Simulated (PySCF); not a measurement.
**BeO at other levels of theory**

Aim: see what other levels and later steps give for BeO.

The runs use PySCF 2.14.0; each script names its method and basis.

1 further run of the same task is left out (it didn't finish).

### 1 Where the work starts

BeO: 2 atoms, charge 0, spin multiplicity 1.

Bond lengths: Be1–O2 1.451 Å.

### 2 Base script

File input.py:

```python
from pyscf import gto, scf

mol = gto.M(
    atom='Be 0 0 0; O 0 0 1.451',
    basis='crenbl',
    ecp={'Be': 'crenbl', 'O': 'crenbl'},
    charge=0,
    spin=0,
    verbose=4,
)
mf = scf.RHF(mol)
mf.kernel()
mf.mulliken_pop()
mf.dip_moment()
print('orbital energies (hartree):', mf.mo_energy[..., max(0, mol.nelec[1]-3):mol.nelec[0]+3].round(4))
```

The run is started by

```console
$ python input.py
```

### 3 SCF alone

Variant 1 changes step after the SCF: analyze → none.

input.py, as its differences from that of step 2:

```diff
@@ -12,3 +12,2 @@
 mf.kernel()
-mf.mulliken_pop()
 mf.dip_moment()
```

### 4 Hse06 (RKS)

Variant 2 changes functional: none (Hartree–Fock) → hse06; SCF type: RHF → RKS.

input.py, as its differences from that of step 2:

```diff
@@ -1,2 +1,2 @@
-from pyscf import gto, scf
+from pyscf import gto, dft
 
@@ -10,3 +10,3 @@
 )
-mf = scf.RHF(mol)
+mf = dft.RKS(mol, xc='hse06')
 mf.kernel()
```

### 5 B3pw91 (RKS)

Variant 3 changes functional: none (Hartree–Fock) → b3pw91; SCF type: RHF → RKS.

input.py, as its differences from that of step 2:

```diff
@@ -1,2 +1,2 @@
-from pyscf import gto, scf
+from pyscf import gto, dft
 
@@ -10,3 +10,3 @@
 )
-mf = scf.RHF(mol)
+mf = dft.RKS(mol, xc='b3pw91')
 mf.kernel()
```

### 6 EOM-EE

Variant 4 changes step after the SCF: analyze → eomee; number of roots: none → 3.

input.py, as its differences from that of step 2:

```diff
@@ -1,2 +1,2 @@
-from pyscf import gto, scf
+from pyscf import gto, scf, cc
 
@@ -12,3 +12,6 @@
 mf.kernel()
-mf.mulliken_pop()
+mycc = cc.CCSD(mf)
+mycc.kernel()
+e = mycc.eeccsd(nroots=3)[0]
+print('roots (eV) =', (e*27.211386).round(3))
 mf.dip_moment()
```

### 7 Revtpss (RKS)

Variant 5 changes functional: none (Hartree–Fock) → revtpss; SCF type: RHF → RKS.

input.py, as its differences from that of step 2:

```diff
@@ -1,2 +1,2 @@
-from pyscf import gto, scf
+from pyscf import gto, dft
 
@@ -10,3 +10,3 @@
 )
-mf = scf.RHF(mol)
+mf = dft.RKS(mol, xc='revtpss')
 mf.kernel()
```

Before running it: what results should come out? Wanted: for each run, E(SCF); from base; gap; SCF dipole; after the SCF.

As calculated:

```tsv
run	E(SCF) (hartree)	from base (eV)	cycles	gap (eV)	SCF dipole (D)	after the SCF
base	-16.629511	0	11	8.31	7.79	n/a
SCF alone	-16.629511	0.0000	11	8.31	7.79	n/a
hse06 (RKS)	-16.963843	not comparable	12	2.20	6.34	n/a
b3pw91 (RKS)	-17.004896	not comparable	12	2.68	6.26	n/a
EOM-EE	-16.629511	0.0000	11	8.31	7.79	CCSD correlation -5.280 eV, first root 0.53 eV
revtpss (RKS)	-16.962785	not comparable	11	1.28	5.78	n/a
```

In words: The gap between the frontier levels is 1.3 eV with revtpss (0 % exact exchange) and 2.7 eV with b3pw91 (20 %): exact exchange opens it. Total energies of different functionals can't be compared with each other; differences within one functional can.
